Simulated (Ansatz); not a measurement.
# CH₇AsBNSi: a ladder of functionals and wavefunction methods, part 2 of 2

Ansatz 0.2.0, Gaussian basis; functionals in def2-TZVPP, the program's frozen cores in correlated methods.

## 7. ωB97M-V (range-separated)

The input, in.yaml:

```yaml
crystal:
  periodic: [false, false, false]
  atoms:
    - {symbol: B, position_ang: [0.334026, 0.786246, 0.939212]}
    - {symbol: C, position_ang: [0.185237, -0.758154, 1.098489]}
    - {symbol: N, position_ang: [-0.136680, -1.580782, 0.149774]}
    - {symbol: As, position_ang: [-0.625592, -1.008241, -1.640941]}
    - {symbol: Si, position_ang: [-0.537471, 1.246648, -0.816982]}
    - {symbol: H, position_ang: [-0.024492, 1.388266, 1.923369]}
    - {symbol: H, position_ang: [0.405163, -1.252017, 2.051203]}
    - {symbol: H, position_ang: [1.543720, 0.919900, 0.802795]}
    - {symbol: H, position_ang: [-0.144739, -2.574907, 0.341421]}
    - {symbol: H, position_ang: [0.828928, -0.966271, -2.102070]}
    - {symbol: H, position_ang: [-1.950603, 1.726688, -0.854151]}
    - {symbol: H, position_ang: [0.199503, 2.017323, -1.858119]}
basis:
  gaussian: {orbitals: def2-TZVPP}
hamiltonian: {xc: {name: wB97M-V}}
output: {forces: true, orbitals: {seedname: orbitals}}
```

Command:

```sh
> ansatz run in.yaml --threads 4 --pin off --events-out ev --progress --plain --max-ram 10444MiB
```

The program printed, cut to the lines that bear on the results:

```text
Functional definition: wB97M-V
  name "wB97M-V"
  cite "Mardirossian & Head-Gordon, J. Chem. Phys. 144, 214110 (2016) doi:10.1063/1.4952647"
  cite "Becke, J. Chem. Phys. 107, 8554 (1997) doi:10.1063/1.475007"
  cite "Vydrov & Van Voorhis, J. Chem. Phys. 133, 244103 (2010) doi:10.1063/1.3521275"
  # Of w^i u^j: cxij and so on, Table III.
[...]
  gx(w, u) = 1 - cx + cx01*u + cx10*w
  gss(w, u) = css00 + css04*u^4 + css10*w + css20*w^2 + css43*w^4*u^3
  gos(w, u) = cos00 + cos10*w + (cos20 + cos21*u)*w^2 + (cos60 + cos61*u)*w^6
[...]
      + integral(e_c_pw_mod_opposite_spin*gos(b97_w_opposite, b97_u_opposite)) + vv10(b, c)
1612 factors; their error is unknown
375 factors; integrals over basis functions are off by at most 9.0e-6 eV
[...]
Atom 2 at    -0.136680    -1.580782     0.149774 Å, force    -0.014661    -0.082821    -0.024199 eV/Å
Atom 3 at    -0.625592    -1.008241    -1.640941 Å, force     0.094207     0.058339    -0.109034 eV/Å
Atom 4 at    -0.537471     1.246648    -0.816982 Å, force    -0.042120     0.104846    -0.024211 eV/Å
Atom 5 at    -0.024492     1.388266     1.923369 Å, force     0.005189    -0.079167    -0.118014 eV/Å
Atom 6 at     0.405163    -1.252017     2.051203 Å, force    -0.015051     0.036977    -0.091965 eV/Å
Atom 7 at     1.543720     0.919900     0.802795 Å, force    -0.129593    -0.028897    -0.006251 eV/Å
Atom 8 at    -0.144739    -2.574907     0.341421 Å, force     0.009388     0.067842     0.031781 eV/Å
Atom 9 at     0.828928    -0.966271    -2.102070 Å, force    -0.109295     0.001048     0.047911 eV/Å
Atom 10 at    -1.950603     1.726688    -0.854151 Å, force     0.141595    -0.057051    -0.013299 eV/Å
Atom 11 at     0.199503     2.017323    -1.858119 Å, force    -0.085624    -0.093308     0.097954 eV/Å
Dipole moment:    -0.012280    -0.814940     0.029350 e Å
```

It took 17 s on 4 threads of Arm Neoverse V2, shared host; peak memory 1.3 GiB.

With the free atoms at this level, -71990.090 eV in sum, the atomisation energy is 4016.4 kJ/mol. HOMO -8.77 eV, LUMO 0.66 eV.

## 8. B2PLYP (double hybrid)

in.yaml: that of step 7 with these lines changed.

```diff
@@ -17,3 +17,2 @@
   gaussian: {orbitals: def2-TZVPP}
-hamiltonian: {xc: {name: wB97M-V}}
-output: {forces: true, orbitals: {seedname: orbitals}}
+hamiltonian: {xc: {name: B2PLYP}}
```

Launched as before.

The program printed, cut to the lines that bear on the results:

```text
Functional definition: B2PLYP
  name "B2PLYP"
  cite "Grimme, J. Chem. Phys. 124, 034108 (2006) doi:10.1063/1.2148954"
  cite "Becke, Phys. Rev. A 38, 3098 (1988) doi:10.1103/PhysRevA.38.3098"
  cite "Lee, Yang & Parr, Phys. Rev. B 37, 785 (1988) doi:10.1103/PhysRevB.37.785"
[...]
1672 factors; integrals over basis functions are off by at most 1.3e-3 eV
[...]
mean field -72013.04729763 eV, -2646.4306759912 hartree, gradient 4.9e-6 eV, S^2 0.000000; 0 other end points of the search recorded, 0 dependent functions left out
17 core orbitals not correlated: weight in the atoms' cores, before any rotation towards them, 1.000 or more for the frozen orbitals, at most 0.000 for the correlated occupied ones
reference -72013.04748506 eV, -2646.4306828792 hartree; 19, 19 occupied and 245, 245 virtual orbitals, 1672 factors
second order -29.18695788 eV of doubles, -0.00000000 eV of singles
Total energy: -72020.92796369 eV, -2646.7202851271 hartree
```

Run time: 8.5 s. Hardware: 4 threads of Arm Neoverse V2, shared host; peak memory 0.89 GiB.

Atomisation energy: 3952.8 kJ/mol (free atoms -71979.960 eV, run apart).

## 9. Frontier levels by functional

Dipoles come from the runs that computed forces. Levels are read from the orbital files that the runs wrote:

```tsv
functional	HOMO (eV)	LUMO (eV)	gap (eV)	dipole (D)
PBE-D4	-5.77	-2.51	3.26	3.76
r2SCAN-D4	-5.99	-2.33	3.65	3.77
PBE0-D4	-6.78	-1.50	5.28	
B3LYP-D4	-6.57	-1.72	4.86	3.84
ωB97X-V	-8.93	0.76	9.69	
ωB97M-V	-8.77	0.66	9.43	3.92
```

## 10. CCSD(T) in def2-TZVPP

in.yaml: that of step 8 with these lines changed.

```diff
@@ -17,2 +17,2 @@
   gaussian: {orbitals: def2-TZVPP}
-hamiltonian: {xc: {name: B2PLYP}}
+correlation: {method: ccsd_t}
```

Same command.

The program printed, cut to the lines that bear on the results:

```text
Functional definition: HF
  name "HF"
  cite "Fock, Z. Phys. 61, 126 (1930) doi:10.1007/BF01340294"
  parent pbe
[...]
1672 factors; integrals over basis functions are off by at most 1.3e-3 eV
[...]
mean field -71953.35318107 eV, -2644.2369576698 hartree, gradient 1.6e-6 eV, S^2 0.000000; 0 other end points of the search recorded, 0 dependent functions left out
17 core orbitals not correlated: weight in the atoms' cores, before any rotation towards them, 1.000 or more for the frozen orbitals, at most 0.000 for the correlated occupied ones
reference -71953.35318107 eV, -2644.2369576698 hartree; 19, 19 occupied and 245, 245 virtual orbitals, 1672 factors
second order -23.75209416 eV of doubles, -0.00000000 eV of singles
cycle   1  -24.16521124 eV  change   -4.1e-1 eV  update   1.3e-1
[...]
cycle  10  -25.03103772 eV  change    4.2e-5 eV  update   2.4e-5
perturbative correction -1.12636280 eV, -0.0413930693 hartree
Total energy: -71979.51058159 eV, -2645.1982244087 hartree
```

Run time: 5.8 min. Hardware: 4 threads of Arm Neoverse V2, shared host; peak memory 8 GiB.

## 11. MP2 in def2-QZVPP

in.yaml: that of step 10 with these lines changed.

```diff
@@ -16,3 +16,3 @@
 basis:
-  gaussian: {orbitals: def2-TZVPP}
-correlation: {method: ccsd_t}
+  gaussian: {orbitals: "def2-QZVPP.json"}
+correlation: {method: mp2}
```

Same command.

The program printed:

```text
Functional definition: HF
  name "HF"
  cite "Fock, Z. Phys. 61, 126 (1930) doi:10.1007/BF01340294"
  parent pbe
  exchange = exact_x
  correlation = 0
3257 factors; integrals over basis functions are off by at most 1.1e-3 eV
mean field evaluation 1: about -71951.0091 eV, gradient 3.3e1 eV
mean field evaluation 2: about -71951.1800 eV, gradient 3.3e1 eV
mean field evaluation 4: about -71954.8666 eV, gradient 5.0e0 eV
mean field evaluation 8: about -71954.9639 eV, gradient 4.3e-1 eV
mean field evaluation 16: about -71954.9653 eV, gradient 1.4e-6 eV
mean field -71954.96528503 eV, -2644.2962013978 hartree, gradient 1.4e-6 eV, S^2 0.000000; 0 other end points of the search recorded, 0 dependent functions left out
17 core orbitals not correlated: weight in the atoms' cores, before any rotation towards them, 1.000 or more for the frozen orbitals, at most 0.000 for the correlated occupied ones
reference -71954.96528503 eV, -2644.2962013978 hartree; 19, 19 occupied and 504, 504 virtual orbitals, 3257 factors
second order -32.53398221 eV of doubles, -0.00000000 eV of singles
Total energy: -71987.49926724 eV, -2645.4918031916 hartree
```

Run time: 36 s. Hardware: 4 threads of Arm Neoverse V2, shared host; peak memory 4.3 GiB.

Energy pieces by basis (eV):

```tsv
basis	HF	MP2 correlation	CCSD correlation	(T)	total
def2-TZVPP	-71953.3532	-23.7521	-25.0310	-1.1264	-71979.5106
def2-QZVPP	-71954.9653	-32.5340			-71987.4993 (MP2)
```

The report of the def2-TZVPP run gives T1 = 0.0159.

## 12. From triple and quadruple zeta to the limit

No new run: Hartree-Fock is extrapolated as exp(−7.88√X) and correlation as X^−2.97, with X = 3 and 4; only MP2 was run in the larger set, so CCSD(T) minus MP2 is added from the smaller one.

```tsv
level	energy at the limit (eV)
HF	-71955.1873
MP2	-71994.2264
CCSD	-71995.5054
CCSD(T)	-71996.6317
```

This is no true limit for total energies: MP2 correlation changes by a factor of 1.37 from triple to quadruple zeta (about 1.07 in light molecules), because outer-core shells are correlated in sets not made for them. Much of that cancels between molecule and atoms or ions.

## 13. Atomisation energies

Atomisation energy = energies of 1 B, 1 C, 1 N, 1 As, 1 Si, 7 H (separate runs, same level) minus the molecule's; electronic only, no spin-orbit term.

Differences are taken before rounding.

```tsv
method	rung	atomisation energy (kJ/mol)	from CCSD(T)/CBS (kJ/mol)	time
PBE-D4	GGA	4102.2	+121.3	3.2 s
r2SCAN-D4	meta-GGA	4022.6	+41.8	7 s
PBE0-D4	hybrid	4022.9	+42.0	4.5 s
B3LYP-D4	hybrid	4031.4	+50.5	7.5 s
ωB97X-V	range-separated	4039.1	+58.2	12 s
ωB97M-V	range-separated	4016.4	+35.5	17 s
B2PLYP	double hybrid	3952.8	-28.1	8.5 s
HF/def2-TZVPP	wavefunction	2798.1	-1182.8	
MP2/def2-TZVPP	wavefunction	3891.9	-89.0	
CCSD/def2-TZVPP	wavefunction	3801.6	-179.3	
CCSD(T)/def2-TZVPP	wavefunction	3872.4	-108.5	5.8 min
MP2/CBS	wavefunction	4000.3	+19.4	
CCSD(T)/CBS	wavefunction	3980.9	0	6.4 min
```

Among the levels timed on like hardware and quicker than the yardstick, those that no quicker one beats, quickest first: PBE-D4 (3.2 s, +121.3 kJ/mol); PBE0-D4 (4.5 s, +42.0 kJ/mol); r2SCAN-D4 (7 s, +41.8 kJ/mol); B2PLYP (8.5 s, -28.1 kJ/mol).

B2PLYP carry no dispersion term (for B3LYP, D4 adds 54.4 kJ/mol).

Times are those of the molecule's run; HF, MP2 and CCSD come out of the CCSD(T) runs, and the limit's time is the sum of the runs that it needs.

## 14. Results

The summary covers parts 1 to 2.

```
                               quantity                                value
        atomisation energy, CCSD(T)/CBS                        3980.9 kJ/mol
 functionals within 39.8 kJ/mol (1.0 %)                      ωB97M-V, B2PLYP
                               farthest               PBE-D4 (+121.3 kJ/mol)
             mean size of error, hybrid                          46.3 kJ/mol
    mean size of error, range-separated                          46.9 kJ/mol
              gap, smallest and largest  3.26 eV (PBE-D4), 9.69 eV (ωB97X-V)
                          T1 diagnostic                               0.0159
triples share of the correlation energy                                4.3 %
```

PBE-D4 is off by +121.3 kJ/mol. Double hybrids carry the basis error of their MP2 part in triple zeta, and no dispersion term here, so their miss is partly the set-up's. Misses under about 39.8 kJ/mol are within the doubt on the reference itself, which lacks core-valence correlation, relativity and higher excitations, and its outer-core shells are covered unevenly. Hartree-Fock recovers 70 % of the binding; the rest is correlation. The gap grows from 3.3 to 9.7 eV across the functionals, mostly with the share of exact exchange. Correlated methods include outer-core shells of As, which these sets cover unevenly.

B2PLYP reaches 28.1 kJ/mol from the reference in 8.5 s, where CCSD(T)/CBS took 6.4 min; the quickest level in the cost chart, PBE-D4, takes 3.2 s and misses by 121.3 kJ/mol.
